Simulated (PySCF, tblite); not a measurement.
# C40H60Si10: NMR shifts, part 2 of 2

tblite 0.8.0 and PySCF 2.14.0. Atoms count from 0. The steps go on from the part before.

## 3. NMR shifts: GIAO KT3/pcSseg-1

What the job is given:

```
{"job": {"kind": "nmr", "xc": "KT3", "basis": "pcSseg-1", "pop": false}, "charge": 0, "multiplicity": 1}
C      0.328236     6.292454     1.296921
Si    -0.042924     5.537042     3.005152
C     -0.307461     6.879926     4.332978
C      1.340113     4.410364     3.527745
C      2.204828     3.630298     3.858877
Si     3.415111     2.310043     4.356818
C      4.939190     2.300662     3.215577
C      3.919355     2.546634     6.178102
C      2.438830     0.740527     4.165110
C      1.726203    -0.226596     4.014122
Si     0.554990    -1.662352     3.863364
C     -1.214572    -0.969508     3.920939
C      0.895805    -2.855001     5.316970
C      0.888997    -2.599842     2.294209
C      1.103872    -3.236683     1.287220
Si     1.464764    -4.242485    -0.232830
C      2.202371    -5.905385     0.352136
C      2.629481    -3.336282    -1.431618
C     -0.111701    -4.605216    -1.148685
C     -1.094071    -4.858945    -1.809279
Si    -2.557668    -5.140041    -2.919972
C     -4.186764    -4.855847    -1.976099
C     -2.488436    -6.894542    -3.658704
C     -2.324671    -3.877618    -4.264717
C     -2.075088    -3.031886    -5.094339
Si    -1.618547    -1.710331    -6.318827
C     -1.580374    -2.454226    -8.074141
C     -2.830250    -0.246285    -6.194056
C      0.085319    -1.137201    -5.846189
C      1.192117    -0.767660    -5.523181
Si     2.883603    -0.209776    -4.986653
C      3.363471     1.384130    -5.917012
C      4.134915    -1.610678    -5.310497
C      2.780355     0.136455    -3.164953
C      2.667981     0.337695    -1.975757
Si     2.309503     0.548167    -0.157032
C      2.244234     2.398801     0.285550
C      3.603648    -0.390838     0.873248
C      0.601311    -0.163194    -0.015845
C     -0.527595    -0.598048    -0.025084
Si    -2.312424    -1.106808    -0.026483
C     -2.961488    -1.071285    -1.816654
C     -2.616003    -2.787721     0.811452
C     -3.106216     0.256371     0.971078
C     -3.496215     1.188987     1.638349
Si    -4.017503     2.641781     2.670567
C     -5.448309     3.560231     1.807415
C     -4.515032     2.051771     4.413224
C     -2.537266     3.760237     2.803920
C     -1.560270     4.470457     2.885650
H     -0.485090     6.931071     0.963334
H      1.235888     6.889184     1.308464
H      0.456608     5.510039     0.555350
H     -1.138500     7.531520     4.076889
H     -0.528426     6.431727     5.297204
H      0.576876     7.499678     4.453683
H      5.555507     1.423473     3.393670
H      4.644346     2.288331     2.171539
H      5.560196     3.178032     3.374676
H      4.435215     3.491173     6.326886
H      3.045975     2.544510     6.823074
H      4.579456     1.751791     6.514024
H     -1.956215    -1.762159     3.955995
H     -1.421235    -0.356930     3.048801
H     -1.356020    -0.348838     4.801334
H      0.736386    -2.368054     6.274932
H      0.246577    -3.725179     5.274039
H      1.921557    -3.211285     5.296546
H      1.509742    -6.431739     1.002542
H      2.424973    -6.557003    -0.488196
H      3.123302    -5.753348     0.908340
H      2.235419    -2.359076    -1.693317
H      3.616814    -3.194151    -1.002061
H      2.749497    -3.901196    -2.351942
H     -5.050157    -5.092687    -2.591727
H     -4.279711    -3.821571    -1.662395
H     -4.236415    -5.476123    -1.085113
H     -1.554456    -7.052611    -4.189005
H     -2.559623    -7.655327    -2.886372
H     -3.297600    -7.061295    -4.364333
H     -1.275764    -1.714164    -8.809150
H     -0.876952    -3.280058    -8.128407
H     -2.556284    -2.831726    -8.367133
H     -3.850112    -0.546746    -6.417694
H     -2.819785     0.171136    -5.191760
H     -2.558569     0.547986    -6.884042
H      3.394863     1.228290    -6.991928
H      2.646419     2.175505    -5.720147
H      4.340515     1.742784    -5.604896
H      5.136062    -1.328595    -4.996746
H      3.856364    -2.503947    -4.759870
H      4.178763    -1.872687    -6.364124
H      1.946168     2.536242     1.321264
H      3.204028     2.887956     0.144605
H      1.519454     2.914075    -0.337298
H      4.615841    -0.095692     0.608500
H      3.517753    -1.461265     0.721142
H      3.459196    -0.199463     1.931868
H     -2.802203    -0.092871    -2.259347
H     -2.439532    -1.799243    -2.432003
H     -4.025641    -1.284620    -1.869558
H     -2.103585    -2.843320     1.765902
H     -3.675007    -2.958973     0.987720
H     -2.240135    -3.596636     0.192801
H     -5.752123     4.440473     2.367342
H     -5.153410     3.886275     0.814283
H     -6.318538     2.918541     1.698144
H     -5.370088     1.382437     4.376207
H     -3.695269     1.515797     4.882097
H     -4.775683     2.887931     5.056312
```

Method: GIAO KT3/pcSseg-1 NMR shielding, non-relativistic, gas phase.

Log:

```text
start: PBE on a coarse grid of 90755 points
cycle   1  E = -4449.6525219101  dE =  3.821e+00  |g| = 2.219e+00  |ddm| = 1.050e+01
cycle   2  E = -4448.3956910214  dE =  1.257e+00  |g| = 3.060e+00  |ddm| = 5.050e+00
cycle   3  E = -4450.9184429443  dE = -2.523e+00  |g| = 1.761e-01  |ddm| = 3.177e+00
cycle   4  E = -4450.9121158271  dE =  6.327e-03  |g| = 2.375e-01  |ddm| = 3.528e-01
cycle   5  E = -4450.9255104108  dE = -1.339e-02  |g| = 7.615e-02  |ddm| = 2.097e-01
cycle   6  E = -4450.9270078218  dE = -1.497e-03  |g| = 1.930e-02  |ddm| = 8.841e-02
cycle   7  E = -4450.9270556285  dE = -4.781e-05  |g| = 1.313e-02  |ddm| = 2.369e-02
cycle   8  E = -4450.9270996678  dE = -4.404e-05  |g| = 2.395e-03  |ddm| = 1.208e-02
final grid: 781796 points
cycle   9  E = -4503.8261873096  dE = -1.534e-01  |g| = 3.843e-01  |ddm| = 2.021e+00
cycle  10  E = -4503.8321432467  dE = -5.956e-03  |g| = 1.777e-01  |ddm| = 6.002e-01
cycle  11  E = -4503.8335485309  dE = -1.405e-03  |g| = 4.730e-02  |ddm| = 2.094e-01
cycle  12  E = -4503.8341177029  dE = -5.692e-04  |g| = 1.497e-02  |ddm| = 4.660e-02
cycle  13  E = -4503.8341757994  dE = -5.810e-05  |g| = 4.079e-03  |ddm| = 1.759e-02
cycle  14  E = -4503.8341805564  dE = -4.757e-06  |g| = 2.863e-03  |ddm| = 5.563e-03
cycle  15  E = -4503.8341806305  dE = -7.410e-08  |g| = 8.428e-04  |ddm| = 2.773e-03
cycle  16  E = -4503.8341775339  dE =  3.097e-06  |g| = 1.692e-04  |ddm| = 1.016e-03
cycle  17  E = -4503.8341806708  dE = -3.137e-06  |g| = 1.693e-04  |ddm| = 3.231e-04
cycle  18  E = -4503.8341798883  dE =  7.825e-07  |g| = 3.546e-05  |ddm| = 1.657e-04
converged SCF energy = -4503.8341798883

GIAO shielding tensors (ppm)
atom      isotropic    diamagn.    paramagn.     s11        s22        s33       span
  0 C      182.311     266.225     -83.913    177.601    179.587    189.746     12.145
  1 Si     410.413     899.535    -489.123    383.379    400.540    447.318     63.939
  2 C      182.337     247.652     -65.315    176.026    179.451    191.535     15.509
  3 C       77.420     281.003    -203.584    -12.744     -6.619    251.622    264.365
  4 C       78.341     286.203    -207.862    -11.498     -6.770    253.290    264.789
  5 Si     410.200     899.529    -489.329    385.443    395.522    449.636     64.194
  6 C      183.275     264.322     -81.047    180.303    181.426    188.096      7.793
  7 C      182.457     249.859     -67.402    176.641    179.004    191.725     15.084
  8 C       78.466     291.368    -212.902    -10.675     -5.982    252.054    262.729
  9 C       74.895     282.372    -207.477    -14.718     -9.949    249.351    264.070
 10 Si     409.550     903.977    -494.426    380.664    402.499    445.488     64.824
 11 C      180.358     277.175     -96.817    174.662    179.052    187.361     12.699
 12 C      180.854     254.945     -74.092    173.494    178.194    190.874     17.380
 13 C       74.927     287.541    -212.614    -11.280     -7.702    243.763    255.043
 14 C       74.884     287.564    -212.680    -11.360     -7.760    243.771    255.131
 15 Si     409.537     903.381    -493.844    380.605    402.410    445.595     64.990
 16 C      180.840     254.386     -73.546    173.512    178.186    190.820     17.308
 17 C      180.383     276.420     -96.037    174.741    179.087    187.322     12.581
 18 C       74.889     281.224    -206.335    -14.729    -10.013    249.409    264.137
 19 C       78.505     291.033    -212.528    -10.589     -5.930    252.035    262.624
 20 Si     410.234     898.605    -488.371    385.605    395.551    449.547     63.941
 21 C      183.290     263.903     -80.614    180.267    181.456    188.145      7.878
 22 C      182.452     248.200     -65.747    176.584    178.995    191.778     15.194
 23 C       78.366     285.600    -207.234    -11.458     -6.692    253.249    264.707
 24 C       77.400     280.106    -202.706    -12.808     -6.643    251.650    264.458
 25 Si     410.402     898.781    -488.379    383.387    400.471    447.348     63.962
 26 C      182.311     246.076     -63.765    176.029    179.436    191.466     15.437
 27 C      182.274     265.976     -83.702    177.594    179.541    189.687     12.092
 28 C       80.240     283.960    -203.720     -8.253     -6.868    255.842    264.095
 29 C       79.049     284.574    -205.525     -9.459     -8.861    255.467    264.926
 30 Si     410.983     902.553    -491.570    384.687    402.843    445.420     60.733
 31 C      182.351     257.839     -75.487    176.003    179.870    191.181     15.179
 32 C      182.002     257.961     -75.959    176.645    179.541    189.820     13.175
 33 C       80.016     288.952    -208.935     -9.599     -2.169    251.818    261.417
 34 C       74.402     294.694    -220.292    -16.395    -14.440    254.041    270.436
 35 Si     408.491     918.542    -510.052    382.959    391.143    451.371     68.412
 36 C      180.403     284.095    -103.691    176.034    177.434    187.742     11.708
 37 C      181.220     279.520     -98.301    178.359    180.974    184.325      5.966
 38 C       72.715     305.848    -233.133    -11.690     -8.642    238.478    250.169
 39 C       72.730     306.464    -233.734    -11.709     -8.613    238.512    250.222
 40 Si     408.398     918.927    -510.529    383.044    390.910    451.240     68.196
 41 C      180.352     283.756    -103.404    175.889    177.436    187.731     11.842
 42 C      181.153     279.439     -98.286    178.265    180.940    184.253      5.988
 43 C       74.490     295.411    -220.921    -16.214    -14.271    253.955    270.168
 44 C       79.983     288.892    -208.909     -9.753     -2.212    251.914    261.667
 45 Si     410.940     902.913    -491.974    384.625    402.703    445.490     60.865
 46 C      182.313     257.832     -75.518    176.043    179.806    191.091     15.048
 47 C      181.973     258.793     -76.820    176.702    179.485    189.732     13.030
 48 C       79.087     284.681    -205.594     -9.418     -8.789    255.470    264.888
 49 C       80.240     284.784    -204.544     -8.226     -6.913    255.859    264.086
 50 H       31.491      36.822      -5.331     28.049     28.352     38.073     10.025
 51 H       31.552      34.810      -3.258     28.079     28.585     37.991      9.912
 52 H       31.066      55.828     -24.762     26.329     29.324     37.544     11.215
 53 H       31.540      24.663       6.877     27.251     29.048     38.320     11.069
 54 H       31.257      28.364       2.893     27.197     29.780     36.793      9.596
 55 H       31.558      22.935       8.622     27.268     29.054     38.351     11.084
 56 H       31.659      37.528      -5.870     27.641     30.107     37.228      9.587
 57 H       31.328      51.774     -20.446     26.532     29.109     38.343     11.811
 58 H       31.653      30.461       1.192     27.455     28.536     38.969     11.515
 59 H       31.585      22.905       8.680     27.366     28.697     38.691     11.325
 60 H       31.254      31.162       0.092     27.043     29.810     36.908      9.865
 61 H       31.557      27.603       3.955     27.213     29.375     38.084     10.870
 62 H       31.475      46.660     -15.186     28.487     29.604     36.334      7.847
 63 H       29.939      65.445     -35.506     24.896     27.424     37.496     12.600
 64 H       31.405      44.844     -13.439     27.676     29.182     37.357      9.680
 65 H       31.513      30.027       1.486     27.147     29.095     38.297     11.150
 66 H       31.502      33.444      -1.942     27.160     29.680     37.665     10.505
 67 H       31.271      32.792      -1.521     27.521     29.261     37.031      9.510
 68 H       31.265      32.318      -1.053     27.514     29.260     37.021      9.508
 69 H       31.511      28.680       2.831     27.147     29.095     38.292     11.144
 70 H       31.501      33.522      -2.021     27.158     29.686     37.658     10.500
 71 H       29.938      64.633     -34.695     24.896     27.422     37.495     12.599
 72 H       31.474      46.484     -15.009     28.487     29.599     36.337      7.850
 73 H       31.401      43.243     -11.842     27.670     29.178     37.355      9.685
 74 H       31.656      29.315       2.342     27.458     28.537     38.973     11.515
 75 H       31.332      51.721     -20.389     26.535     29.119     38.342     11.807
 76 H       31.657      37.234      -5.577     27.636     30.109     37.228      9.592
 77 H       31.261      29.639       1.622     27.052     29.817     36.914      9.862
 78 H       31.559      26.561       4.997     27.215     29.374     38.087     10.872
 79 H       31.584      21.100      10.484     27.365     28.690     38.697     11.332
 80 H       31.541      23.458       8.083     27.253     29.057     38.313     11.059
 81 H       31.248      26.672       4.576     27.189     29.773     36.783      9.594
 82 H       31.555      21.203      10.352     27.268     29.051     38.346     11.077
 83 H       31.545      33.975      -2.430     28.073     28.579     37.983      9.910
 84 H       31.058      56.258     -25.201     26.324     29.319     37.530     11.206
 85 H       31.490      36.554      -5.064     28.047     28.356     38.066     10.019
 86 H       31.556      26.517       5.039     27.241     28.822     38.606     11.365
 87 H       31.234      43.588     -12.354     27.302     29.868     36.533      9.230
 88 H       31.556      34.479      -2.923     27.412     29.237     38.019     10.607
 89 H       31.575      33.850      -2.275     27.849     28.969     37.907     10.058
 90 H       31.184      42.786     -11.602     26.673     30.047     36.833     10.160
 91 H       31.525      26.128       5.397     27.614     28.446     38.516     10.902
 92 H       30.328      67.635     -37.307     25.233     26.814     38.936     13.703
 93 H       31.565      49.733     -18.168     28.095     29.681     36.920      8.825
 94 H       31.134      61.116     -29.983     27.105     30.103     36.193      9.088
 95 H       31.839      45.987     -14.148     27.397     30.299     37.819     10.422
 96 H       31.005      56.350     -25.344     27.388     27.848     37.781     10.393
 97 H       30.240      59.151     -28.910     24.669     27.123     38.928     14.259
 98 H       31.135      61.297     -30.161     27.108     30.110     36.188      9.079
 99 H       30.313      67.352     -37.039     25.215     26.795     38.927     13.712
100 H       31.561      49.263     -17.702     28.089     29.682     36.913      8.824
101 H       31.000      56.632     -25.632     27.389     27.847     37.764     10.375
102 H       31.836      45.932     -14.095     27.398     30.302     37.809     10.412
103 H       30.240      58.946     -28.705     24.672     27.129     38.920     14.248
104 H       31.557      27.330       4.227     27.243     28.832     38.597     11.355
105 H       31.224      43.199     -11.976     27.294     29.857     36.520      9.225
106 H       31.547      34.012      -2.465     27.405     29.227     38.009     10.604
107 H       31.569      33.964      -2.396     27.847     28.961     37.898     10.051
108 H       31.172      43.770     -12.597     26.663     30.032     36.821     10.158
109 H       31.528      27.561       3.967     27.617     28.454     38.512     10.895
```

It took 96 s on 8 threads of Arm Neoverse V2, shared host; peak memory 4 GiB.

Shifts follow as δ = σ(reference) − σ, with reference shieldings (ppm) from runs at the same level and on the same kind of geometry: ¹H TMS 31.76, ¹³C TMS 184.7, ²⁹Si TMS 361.6. The references are single molecules in the gas phase. Atoms listed in one row are averaged.

| atoms | environment | σ (ppm) | δ (ppm) |
| --- | --- | --- | --- |
| C3, C4, C8, C9, C13 and 15 more | alkyne carbon | 77.1 | 107.6 |
| C0, C2, C6, C7, C11 and 15 more | methyl carbon bonded to Si | 181.7 | 2.9 |
| H50, H51, H52, H53, H54 and 55 more | hydrogen on a methyl carbon bonded to Si | 31.31 | 0.45 |
| Si1, Si5, Si10, Si15, Si20 and 5 more | silicon bonded to 4 C, in a 30-membered ring | 409.9 | -48.3 |

## 4. Summary of results

What follows sums up all 2 parts.

| quantity | value |
| --- | --- |
| ¹³C shifts against TMS (KT3/pcSseg-1, means over atoms taken as alike) | 107.6, 2.9 ppm |
| ¹H shifts against TMS (KT3/pcSseg-1, means over atoms taken as alike) | 0.45 ppm |
| ²⁹Si shifts against TMS (KT3/pcSseg-1, means over atoms taken as alike) | -48.3 ppm |

What this shows: At KT3/pcSseg-1: Shielding is most anisotropic at C3, C4, C8, C9, C13 and 15 more (span 262 ppm, paramagnetic term -212 ppm).
